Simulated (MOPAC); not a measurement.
## C: one setting at a time in MOPAC

Simulated with MOPAC 23.2.5. This is a test of settings. The cell was built from a prototype and was relaxed with r2SCAN in plane waves (Ansatz 0.2.0). Not every such cell is a known phase. All runs are without spin polarisation.

It is hexagonal, P6_3/mmc (No. 194); conventional cell a = 2.503 Å, c = 4.169 Å, 5.66 Å³ an atom. C is surrounded by 4 C at 1.54–1.56 Å.

The base run uses PM7 on a cluster of 128 atoms.

```
PM7 1SCF GRADIENTS AUX(PRECISION=6) THREADS=1
crystal as a cluster of 4x4x2 conventional cells

C -0.000000 1 1.445221 1 0.000964 1
C 1.251598 1 0.722610 1 2.085399 1
C -0.000000 1 1.445221 1 1.562362 1
C 1.251598 1 0.722610 1 3.646796 1
C -0.000000 1 1.445221 1 4.169834 1
C 1.251598 1 0.722610 1 6.254268 1
C -0.000000 1 1.445221 1 5.731231 1
C 1.251598 1 0.722610 1 7.815666 1
C -1.251598 1 3.613051 1 0.000964 1
C -0.000000 1 2.890441 1 2.085399 1
C -1.251598 1 3.613051 1 1.562362 1
C -0.000000 1 2.890441 1 3.646796 1
C -1.251598 1 3.613051 1 4.169834 1
C -0.000000 1 2.890441 1 6.254268 1
C -1.251598 1 3.613051 1 5.731231 1
C -0.000000 1 2.890441 1 7.815666 1
C -2.503195 1 5.780882 1 0.000964 1
C -1.251598 1 5.058272 1 2.085399 1
C -2.503195 1 5.780882 1 1.562362 1
C -1.251598 1 5.058272 1 3.646796 1
C -2.503195 1 5.780882 1 4.169834 1
C -1.251598 1 5.058272 1 6.254268 1
C -2.503195 1 5.780882 1 5.731231 1
[... 91 lines left out ...]
C 5.006391 1 5.780882 1 1.562362 1
C 6.257988 1 5.058272 1 3.646796 1
C 5.006391 1 5.780882 1 4.169834 1
C 6.257988 1 5.058272 1 6.254268 1
C 5.006391 1 5.780882 1 5.731231 1
C 6.257988 1 5.058272 1 7.815666 1
C 3.754793 1 7.948713 1 0.000964 1
C 5.006391 1 7.226103 1 2.085399 1
C 3.754793 1 7.948713 1 1.562362 1
C 5.006391 1 7.226103 1 3.646796 1
C 3.754793 1 7.948713 1 4.169834 1
C 5.006391 1 7.226103 1 6.254268 1
C 3.754793 1 7.948713 1 5.731231 1
C 5.006391 1 7.226103 1 7.815666 1
Tv 10.012781 1 0.000000 1 0.000000 1
Tv -5.006391 1 8.671323 1 0.000000 1
Tv 0.000000 1 0.000000 1 8.337739 1
```

Command: `mopac run.mop`. It took 14 s on 1 thread of Intel(R) Xeon(R) Platinum 8259CL CPU @ 2.50GHz (Skylake/Cascade Lake) (shared host), peak memory 0.058 GiB.

It converged with a gap of 9.79 eV. MOPAC's gap is a Hartree-Fock orbital gap, usually far wider than a measured one, and its energy is the heat of formation.

Each further run moved one setting: method (Hamiltonian); CUTOFP (reach of the lattice sums in Å); ITRY (limit on SCF cycles); cluster (size of the cluster in conventional cells). Changes are from the base run, which isn't itself converged in every setting; energies of another Hamiltonian, functional, basis or charge aren't compared.

```
                          setting   how it ended  gap change (eV)  energy change (meV/atom)  time (s)
                     method = RM1      converged             0.70                         –        13
                   method = MNDOD      converged             0.66                         –        12
                      CUTOFP = 10      converged             0.00                       0.0       2.9
                method = PM6-D3H4      converged             0.16                         –        14
       ITRY = 3 (poor on purpose)  not converged                –                         –       5.1
cluster = 1x1x1 (poor on purpose)        refused                –                         –      0.09
```

CUTOFP = 10 changes nothing that matters here. With ITRY = 3 the cycle ended unconverged. With cluster = 1x1x1 nothing was computed: the program stopped at its input check.

The end of the log, shortened, for ITRY = 3:

```
   128       C          5.00639100  *   7.22610300  *   7.81566600  *
   129      Tv         10.01278100  *   0.00000000  *   0.00000000  *
   130      Tv         -5.00639100  *   8.67132300  *   0.00000000  *
   131      Tv          0.00000000  *   0.00000000  *   8.33773900  *
          THE SCF CALCULATION FAILED.
          UNABLE TO ACHIEVE SELF-CONSISTENCE
 *     Error and normal termination messages reported in this calculation     *
 * THE SCF CALCULATION FAILED.                                                *
 * UNABLE TO ACHIEVE SELF-CONSISTENCE                                         *
 * JOB ENDED NORMALLY                                                         *
 TOTAL JOB TIME:             4.81 SECONDS
 == MOPAC DONE ==
```
